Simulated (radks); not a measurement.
# Zr⁴⁺ in [Ar] 3d10 4s1 4p6 4f1: an all-electron calculation

Aim: the levels, the sizes of the orbitals and the parts of the energy of the zirconium ion Zr4+.

Program: radks (a radial shooting solver on a logarithmic mesh, Libxc functionals) version 1. Level of theory: Dirac Kohn-Sham, AM05, spin-unpolarised, spherical densities, point nucleus; open shells fill j = l - 1/2 first. These are calculated values, not measurements, unless marked.

## (1) Starting point

* element: zirconium (Z = 40)
* charge: +4
* electrons: 36
* configuration: [Ar] 3d10 4s1 4p6 4f1

## (2) The calculation

Input:

```text
Z 40
configuration [Ar] 3d10 4s1 4p6 4f1
relativity Dirac
functional am05,am05
spin unpolarised
j_filling energy
nucleus point
c 137.035999084
```

**Question.** What will this run give?

As calculated:

```
                        quantity                   value
                    total energy     -3589.43175 hartree
exchange-correlation share of it                  3.03 %
                            −T/E                  1.0332
          highest occupied level       4f5/2, -20.168 eV
    most extended occupied level  4f5/2, <r> = 2.85 bohr
 radius at density 0.001 e/bohr³               3.88 bohr
    maxima of the radial density                       3
```

What this shows: 4 principal shells are occupied and 3 maxima appear in the radial density; where shells overlap, one shows as a shoulder or not at all. −T/E is 1.033: with relativity the kinetic term as defined here no longer equals −E. This is not the tabulated ground configuration, so its levels and sizes aren't those of the ground state, and no measured value stands beside it.
